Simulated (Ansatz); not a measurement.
Write a Python script for Ansatz's Python interface that makes energies of removing a hydrogen of CH6OSSi2, SMILES OC1([SiH3])[SiH2]S1. Level of theory (for the species named): r2scan0, def2-SVPD basis, multiplicity 1.

```xyz
11

O     0.5441    1.6688    0.6637
C    -0.0940    0.5036    0.1127
Si    0.1685   -1.0692    1.1201
Si    0.2084    0.1509   -1.6676
S    -1.6426    0.7414   -0.5454
H    -0.2141    2.3672    0.8583
H     1.6798   -1.3884    1.1559
H    -0.4609   -2.2317    0.5515
H    -0.2515   -0.8673    2.5779
H     0.3617    1.2532   -2.5992
H    -0.2340   -1.1855   -2.2073
```

Script `bde_ch6ossi2.py`:
```python
import ansatz as az
from ase import Atoms


def energy_of(molecule, charge=0, unpaired=0):
    calc = (
        molecule.calculation()
        .basis(gaussian="def2-SVPD")
        .functional("R2SCAN0")
        .accuracy("medium")
        .scf(lower_state_search="off")
    )
    if charge:
        calc = calc.charge(charge)
    if unpaired:
        calc = calc.spin("collinear", total=unpaired)
    return calc.run(threads=1, backend="cpu").report["free_energy_ev"]

def without(molecule, index):
    rest = az.Crystal.molecule()
    for i, site in enumerate(molecule.cartesian_sites):
        if i != index:
            rest = rest.atom(site.symbol, site.position_ang)
    return rest

atoms = Atoms(["O", "C", "Si", "Si", "S", "H", "H", "H", "H", "H", "H"], positions=[
    [0.5441, 1.6688, 0.6637],
    [-0.094, 0.5036, 0.1127],
    [0.1685, -1.0692, 1.1201],
    [0.2084, 0.1509, -1.6676],
    [-1.6426, 0.7414, -0.5454],
    [-0.2141, 2.3672, 0.8583],
    [1.6798, -1.3884, 1.1559],
    [-0.4609, -2.2317, 0.5515],
    [-0.2515, -0.8673, 2.5779],
    [0.3617, 1.2532, -2.5992],
    [-0.234, -1.1855, -2.2073],
])
mol = az.Crystal.molecule_from_ase(atoms)

whole = energy_of(mol, 0)
hydrogen = energy_of(az.Crystal.molecule().atom("H", (0, 0, 0)), 0, 1)
print(f"E(molecule) = {whole:.5f} eV, E(H) = {hydrogen:.5f} eV")
for index in [5, 8, 10]:
    radical = energy_of(without(mol, index), 0, 1)
    print(f"H{index}: homolysis {96.485332 * (radical + hydrogen - whole):.1f} kJ/mol")
```

Output of `python bde_ch6ossi2.py`:
```text
E(molecule) = -29755.91918 eV, E(H) = -13.58464 eV
H5: homolysis 414.4 kJ/mol
H8: homolysis 377.4 kJ/mol
H10: homolysis 350.2 kJ/mol
```

What to keep in mind:
- The settings weren't tested for convergence.
- The geometry is a force-field or estimated start, not a minimum of this method, and the basis set is short of its limit. All parts are taken at fixed geometry, without zero-point energy.
- Hardware and time: 99 s on 1 thread of Arm Neoverse V2, with other jobs on the host, peak memory 0.55 GiB.
